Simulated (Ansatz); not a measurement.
# SnH3O radical: an energy map over angle H3–O1–Sn2 and angle H5–Sn2–H4

How does the energy of H₃OSn, SMILES [OH][SnH2], spin multiplicity 2 change over two coordinates at once? A grid of runs gives the map.

Method: UKS PBE-D4/def2-TZVP; program: Ansatz 0.2.0.

### 1 Starting geometry

5 atoms, charge 0, spin multiplicity 2.

Atoms are counted from 1 here; the program's logs count them from 0.

Bond lengths: O1–Sn2 2.031 Å, O1–H3 0.977 Å, Sn2–H4 1.770 Å, Sn2–H5 1.753 Å. Angles: Sn2–O1–H3 109.9°, O1–Sn2–H4 107.1°, O1–Sn2–H5 100.3°, H4–Sn2–H5 109.7°.

Coordinates:

```
O     0.7284   -0.7380    0.9014
Sn    0.1137    0.2974   -0.7343
H     0.3749   -1.6489    0.8713
H    -1.6382    0.0805   -0.8577
H     0.4710    1.9353   -0.2220
```

This geometry comes from a loose relaxation at PBE in a small basis, which is not shown.

### 2 The minimum at this level

input.yaml reads:

```yaml
crystal:
  periodic: [false, false, false]
  atoms:
    - { symbol: O, position_ang: [0.728391, -0.738028, 0.901377] }
    - { symbol: Sn, position_ang: [0.11368, 0.297446, -0.734332] }
    - { symbol: H, position_ang: [0.374942, -1.648884, 0.871325] }
    - { symbol: H, position_ang: [-1.638158, 0.080499, -0.857717] }
    - { symbol: H, position_ang: [0.471046, 1.935268, -0.221953] }
magnetization:
  spin_polarized: true
  initial_magnetization: 1
basis:
  gaussian: { orbitals: def2-TZVP }
hamiltonian:
  xc: pbe
  dispersion: d4
output:
  forces: true
relax:
  f_tol: 0.003
  max_steps: 120
```

On the command line:

```bash
> ansatz run input.yaml --threads 1 --pin off --max-ram 2560MiB --backend cpu --events-out ev --progress --plain --runs-dir out
```

The program printed, shortened:

```text
Warning: RAYON_NUM_THREADS=1 ignored (pool sized by the plan → 1); use --threads N
[...]
Functional definition: PBE
[...]
671 factors; their error is unknown
[...]
mean field -7925.10782536 eV, -291.2423407511 hartree, gradient 1.7e-5 eV, S^2 0.751686; 0 other end points of the search recorded, 0 dependent functions left out
[...]
reference -7925.10787093 eV, -291.2423424255 hartree; 17, 16 occupied and 82, 83 virtual orbitals, 671 factors
relax step   1: F+E_penalty+E_count = -7925.17159638 eV  Δ(F+E_penalty+E_count) = +0.000e0 eV  max|allowed force component| = 3.123e-1 eV/Å  Δτ_max = 0.0000 Å  (30 SCF iters, accepted)
[...]
relax step   4: F+E_penalty+E_count = -7925.17860571 eV  Δ(F+E_penalty+E_count) = -1.008e-4 eV  max|allowed force component| = 8.562e-3 eV/Å  Δτ_max = 0.0033 Å  (32 SCF iters, accepted)
[...]
relax step   5: F+E_penalty+E_count = -7925.17861912 eV  Δ(F+E_penalty+E_count) = -1.341e-5 eV  max|allowed force component| = 2.510e-3 eV/Å  Δτ_max = 0.0018 Å  (25 SCF iters, accepted)
671 factors; their error is unknown
[...]
mean field -7925.11460596 eV, -291.2425899333 hartree, gradient 1.5e-5 eV, S^2 0.751612; 1 other end points of the search recorded, 0 dependent functions left out
[...]
reference -7925.11465147 eV, -291.2425916059 hartree; 17, 16 occupied and 82, 83 virtual orbitals, 671 factors
Total energy: -7925.17866464 eV, -291.2449440464 hartree
Atom 0 at     0.733409    -0.738505     0.869839 Å, force    -0.000392     0.002510    -0.001704 eV/Å
Atom 1 at     0.115024     0.308643    -0.729621 Å, force    -0.000743    -0.000356     0.000844 eV/Å
Atom 2 at     0.345871    -1.630833     0.877422 Å, force     0.000437    -0.001586     0.000915 eV/Å
Atom 3 at    -1.619327     0.052436    -0.844515 Å, force     0.000685     0.000751    -0.000414 eV/Å
Atom 4 at     0.474923     1.934559    -0.214425 Å, force     0.000013    -0.001319     0.000359 eV/Å
Dipole moment:    -0.160602    -0.128913    -0.278060 e Å
```

Wall time 15 s (1 thread of Arm Neoverse V2, shared host); peak memory 0.16 GiB.

Relaxation path:

| step | energy from step 1 (eV) | largest force component (eV/Å) |
| --- | --- | --- |
| 1 | 0.0000 | 0.3123 |
| 2 | -0.0062 | 0.0807 |
| 3 | -0.0069 | 0.0439 |
| 4 | -0.0070 | 0.0086 |
| 5 | -0.0070 | 0.0025 |

Distances of close pairs at the start and the end, largest changes first:

| bond | before (Å) | after (Å) | change (Å) |
| --- | --- | --- | --- |
| O1–Sn2 | 2.031 | 2.009 | -0.022 |
| Sn2–H4 | 1.770 | 1.757 | -0.013 |
| Sn2–H5 | 1.753 | 1.743 | -0.010 |
| O1–H3 | 0.977 | 0.973 | -0.005 |

### 3 Setting up the map

First coordinate, angle H3–O1–Sn2: 15 values from 66.2 to 156.2 °. Second coordinate, angle H5–Sn2–H4: 15 values from 86.0 to 136.0 °.

Nothing else is relaxed (all other coordinates rigid). Energies count from the relaxed molecule at the same level. Points are written as (first, second).

Of the runs on the grid, 3 are shown in the steps below; the others differ only in the two coordinates.

### 4 The run at (111.2°, 111.0°)

input.yaml reads:

```yaml
crystal:
  periodic: [false, false, false]
  atoms:
    - { symbol: O, position_ang: [0.733409, -0.738505, 0.869839] }
    - { symbol: Sn, position_ang: [0.115024, 0.308643, -0.729621] }
    - { symbol: H, position_ang: [0.345875, -1.630835, 0.87743] }
    - { symbol: H, position_ang: [-1.619327, 0.052436, -0.844515] }
    - { symbol: H, position_ang: [0.473478, 1.934857, -0.214361] }
magnetization:
  spin_polarized: true
  initial_magnetization: 1
basis:
  gaussian: { orbitals: def2-TZVP }
hamiltonian:
  xc: pbe
  dispersion: d4
output:
  forces: true
```

On the command line:

```bash
> ansatz run input.yaml --threads 1 --pin off --max-ram 2560MiB --backend cpu --events-out ev --progress --plain --runs-dir out
```

The program printed, shortened:

```text
Warning: RAYON_NUM_THREADS=1 ignored (pool sized by the plan → 1); use --threads N
[...]
[... 1 set-up line as earlier in the session ...]
[...]
671 factors; their error is unknown
[...]
mean field -7925.11460558 eV, -291.2425899193 hartree, gradient 1.7e-5 eV, S^2 0.751613; 0 other end points of the search recorded, 0 dependent functions left out
[...]
reference -7925.11465107 eV, -291.2425915912 hartree; 17, 16 occupied and 82, 83 virtual orbitals, 671 factors
Total energy: -7925.17866460 eV, -291.2449440451 hartree
Atom 0 at     0.733409    -0.738505     0.869839 Å, force    -0.000171     0.002784    -0.001502 eV/Å
Atom 1 at     0.115024     0.308643    -0.729621 Å, force    -0.002278     0.000442     0.001171 eV/Å
Atom 2 at     0.345875    -1.630835     0.877430 Å, force     0.000446    -0.001594     0.000746 eV/Å
Atom 3 at    -1.619327     0.052436    -0.844515 Å, force     0.000702    -0.000232    -0.000926 eV/Å
Atom 4 at     0.473478     1.934857    -0.214361 Å, force     0.001302    -0.001400     0.000511 eV/Å
Dipole moment:    -0.160378    -0.129048    -0.278069 e Å
```

It took 2.3 s on 1 thread of Arm Neoverse V2, shared host; peak memory 0.12 GiB.

On the map this point reads 0.0 kcal/mol.

### 5 Point (104.8°, 100.3°)

Changes to input.yaml since step 4:

```diff
@@ -5,5 +5,5 @@
     - { symbol: Sn, position_ang: [0.115024, 0.308643, -0.729621] }
-    - { symbol: H, position_ang: [0.345875, -1.630835, 0.87743] }
+    - { symbol: H, position_ang: [0.295737, -1.603234, 0.785117] }
     - { symbol: H, position_ang: [-1.619327, 0.052436, -0.844515] }
-    - { symbol: H, position_ang: [0.473478, 1.934857, -0.214361] }
+    - { symbol: H, position_ang: [0.15058, 1.97193, -0.209267] }
 magnetization:
```

On the command line:

```bash
> ansatz run input.yaml --threads 1 --pin off --max-ram 2560MiB --backend cpu --events-out ev --progress --plain --runs-dir out
```

The program printed, shortened:

```text
Warning: RAYON_NUM_THREADS=1 ignored (pool sized by the plan → 1); use --threads N
[...]
[... 1 set-up line as earlier in the session ...]
[...]
671 factors; their error is unknown
[...]
mean field -7925.05621329 eV, -291.2404440425 hartree, gradient 6.1e-5 eV, S^2 0.751689; 0 other end points of the search recorded, 0 dependent functions left out
[...]
reference -7925.05625846 eV, -291.2404457022 hartree; 17, 16 occupied and 82, 83 virtual orbitals, 671 factors
Total energy: -7925.12034656 eV, -291.2428008965 hartree
Atom 0 at     0.733409    -0.738505     0.869839 Å, force    -0.062634     0.005030    -0.106477 eV/Å
Atom 1 at     0.115024     0.308643    -0.729621 Å, force    -0.284931     0.356525    -0.000955 eV/Å
Atom 2 at     0.295737    -1.603234     0.785117 Å, force     0.071793    -0.168617     0.192614 eV/Å
Atom 3 at    -1.619327     0.052436    -0.844515 Å, force    -0.008344    -0.247048    -0.108160 eV/Å
Atom 4 at     0.150580     1.971930    -0.209267 Å, force     0.284116     0.054110     0.022978 eV/Å
Dipole moment:    -0.118255    -0.142797    -0.300006 e Å
```

It took 2.4 s on 1 thread of Arm Neoverse V2, shared host; peak memory 0.12 GiB.

Energy on the map's scale: 1.3 kcal/mol.

### 6 The run at (66.2°, 136.0°)

Changes to input.yaml since step 5:

```diff
@@ -5,5 +5,5 @@
     - { symbol: Sn, position_ang: [0.115024, 0.308643, -0.729621] }
-    - { symbol: H, position_ang: [0.295737, -1.603234, 0.785117] }
+    - { symbol: H, position_ang: [0.126004, -1.229672, 0.28992] }
     - { symbol: H, position_ang: [-1.619327, 0.052436, -0.844515] }
-    - { symbol: H, position_ang: [0.15058, 1.97193, -0.209267] }
+    - { symbol: H, position_ang: [1.160696, 1.633748, -0.294624] }
 magnetization:
```

On the command line:

```bash
> ansatz run input.yaml --threads 1 --pin off --max-ram 2560MiB --backend cpu --events-out ev --progress --plain --runs-dir out
```

The program printed, shortened:

```text
Warning: RAYON_NUM_THREADS=1 ignored (pool sized by the plan → 1); use --threads N
[...]
[... 1 set-up line as earlier in the session ...]
[...]
671 factors; their error is unknown
[...]
mean field -7923.78387185 eV, -291.1936863569 hartree, gradient 3.8e-5 eV, S^2 0.751837; 0 other end points of the search recorded, 0 dependent functions left out
[...]
reference -7923.78391685 eV, -291.1936880108 hartree; 17, 16 occupied and 82, 83 virtual orbitals, 671 factors
Total energy: -7923.84312969 eV, -291.1958640422 hartree
Atom 0 at     0.733409    -0.738505     0.869839 Å, force    -0.284170     0.223131    -0.346100 eV/Å
Atom 1 at     0.115024     0.308643    -0.729621 Å, force     1.111490     2.102033    -1.427087 eV/Å
Atom 2 at     0.126004    -1.229672     0.289920 Å, force    -0.238701    -3.151103     1.735090 eV/Å
Atom 3 at    -1.619327     0.052436    -0.844515 Å, force    -0.059525     0.355439     0.275561 eV/Å
Atom 4 at     1.160696     1.633748    -0.294624 Å, force    -0.529093     0.470500    -0.237464 eV/Å
Dipole moment:    -0.290253     0.133030    -0.414885 e Å
```

Run time: 2.6 s. Hardware: 1 thread of Arm Neoverse V2, shared host; peak memory 0.12 GiB.

On the map this point reads 30.8 kcal/mol.

### 7 All points together

225 points were computed. Energies in kcal/mol, from the relaxed molecule at the same level:

```
angle H5–Sn2–H4 (°) ↓, angle H3–O1–Sn2 (°) →  66.2  72.6  79.1  85.5  91.9  98.3  104.8  111.2  117.6  124.1  130.5  136.9  143.3  149.8  156.2
                                       136.0  30.8  23.0  16.9  12.5   9.2   7.0    5.7    5.2    5.3    6.0    7.1    8.6   10.2   12.0   13.7
                                       132.5  29.3  21.5  15.5  11.0   7.8   5.6    4.4    3.9    4.0    4.7    5.9    7.3    9.0   10.7   12.4
                                       128.9  27.9  20.2  14.1   9.7   6.5   4.4    3.2    2.7    2.9    3.6    4.8    6.2    7.9    9.6   11.3
                                       125.3  26.7  19.0  13.0   8.6   5.5   3.4    2.2    1.7    1.9    2.7    3.9    5.3    7.0    8.7   10.4
                                       121.8  25.8  18.1  12.1   7.8   4.7   2.6    1.4    1.0    1.2    2.0    3.2    4.6    6.3    8.0    9.7
                                       118.2  25.0  17.4  11.4   7.1   4.0   2.0    0.8    0.4    0.7    1.5    2.7    4.1    5.8    7.5    9.2
                                       114.6  24.5  16.8  11.0   6.7   3.6   1.6    0.5    0.1    0.4    1.2    2.4    3.9    5.5    7.3    8.9
                                       111.0  24.2  16.6  10.7   6.4   3.4   1.4    0.3    0.0    0.3    1.1    2.3    3.8    5.5    7.2    8.8
                                       107.5  24.1  16.5  10.7   6.4   3.5   1.5    0.4    0.1    0.4    1.3    2.5    4.0    5.6    7.4    9.0
                                       103.9  24.2  16.7  10.9   6.7   3.7   1.8    0.8    0.5    0.8    1.6    2.9    4.4    6.0    7.8    9.4
                                       100.3  24.6  17.1  11.3   7.2   4.3   2.4    1.3    1.1    1.4    2.3    3.5    5.0    6.7    8.4   10.0
                                        96.8  25.3  17.8  12.1   7.9   5.0   3.2    2.2    1.9    2.3    3.2    4.4    5.9    7.6    9.3   10.9
                                        93.2  26.2  18.8  13.1   9.0   6.1   4.3    3.3    3.1    3.4    4.3    5.6    7.1    8.8   10.5   12.1
                                        89.6  27.5  20.0  14.4  10.3   7.5   5.7    4.7    4.5    4.9    5.8    7.1    8.6   10.3   12.0   13.6
                                        86.0  29.0  21.6  16.0  11.9   9.1   7.4    6.4    6.2    6.7    7.6    8.9   10.4   12.1   13.8   15.4
```

On the same grid, largest force on an atom (eV/Å):

```csv
"angle H5–Sn2–H4 (°) ↓, angle H3–O1–Sn2 (°) →",66.2,72.6,79.1,85.5,91.9,98.3,104.8,111.2,117.6,124.1,130.5,136.9,143.3,149.8,156.2
136.0,3.61,2.80,2.14,1.58,1.12,0.87,0.85,0.90,0.98,1.07,1.17,1.26,1.34,1.42,1.49
132.5,3.60,2.79,2.13,1.57,1.10,0.78,0.74,0.77,0.85,0.95,1.05,1.15,1.24,1.32,1.39
128.9,3.59,2.78,2.12,1.56,1.09,0.69,0.62,0.64,0.72,0.83,0.93,1.04,1.13,1.21,1.29
125.3,3.58,2.77,2.10,1.54,1.08,0.68,0.50,0.51,0.59,0.71,0.82,0.93,1.03,1.12,1.19
121.8,3.57,2.76,2.09,1.53,1.07,0.67,0.39,0.38,0.47,0.60,0.72,0.84,0.94,1.03,1.11
118.2,3.56,2.75,2.08,1.52,1.05,0.66,0.31,0.25,0.36,0.50,0.63,0.75,0.86,0.95,1.03
114.6,3.55,2.73,2.07,1.51,1.04,0.65,0.30,0.12,0.26,0.44,0.60,0.72,0.79,0.89,0.96
111.0,3.54,2.72,2.06,1.50,1.03,0.64,0.29,0.00,0.24,0.44,0.60,0.72,0.79,0.83,0.91
107.5,3.53,2.71,2.04,1.48,1.02,0.63,0.28,0.12,0.25,0.45,0.60,0.72,0.79,0.82,0.87
103.9,3.52,2.70,2.03,1.47,1.01,0.62,0.36,0.24,0.28,0.45,0.61,0.72,0.79,0.81,0.85
100.3,3.51,2.69,2.02,1.46,1.00,0.66,0.46,0.36,0.38,0.46,0.61,0.72,0.78,0.81,0.84
96.8,3.50,2.68,2.01,1.45,0.99,0.73,0.55,0.47,0.48,0.54,0.62,0.73,0.79,0.82,0.86
93.2,3.49,2.66,2.00,1.44,1.05,0.81,0.65,0.58,0.58,0.63,0.69,0.76,0.81,0.85,0.88
89.6,3.48,2.65,1.98,1.43,1.11,0.88,0.74,0.68,0.68,0.72,0.77,0.82,0.87,0.90,0.92
86.0,3.47,2.64,1.97,1.47,1.16,0.95,0.83,0.78,0.80,0.81,0.85,0.89,0.93,0.95,0.96
```

### 8 What came out

```
                       quantity                                                                          value
                   lowest point                                                 (111.2°, 111.0°), 0.0 kcal/mol
         highest computed point                                (66.2°, 136.0°), 30.8 kcal/mol above the lowest
largest force on an atom (eV/Å)  0.00 at (111.2°, 111.0°) to 3.61 at (66.2°, 136.0°); 0.00 at the lowest point
        time for the whole task                                               9.5 min on 1 thread, shared host
```

What this shows: The lowest computed point is at (111.2°, 111.0°), which is the relaxed molecule at the same level itself. No other kind of well shows on this grid. The highest computed point, (66.2°, 136.0°), lies 30.8 kcal/mol above the lowest. Round the minimum the two coordinates are nearly uncoupled.
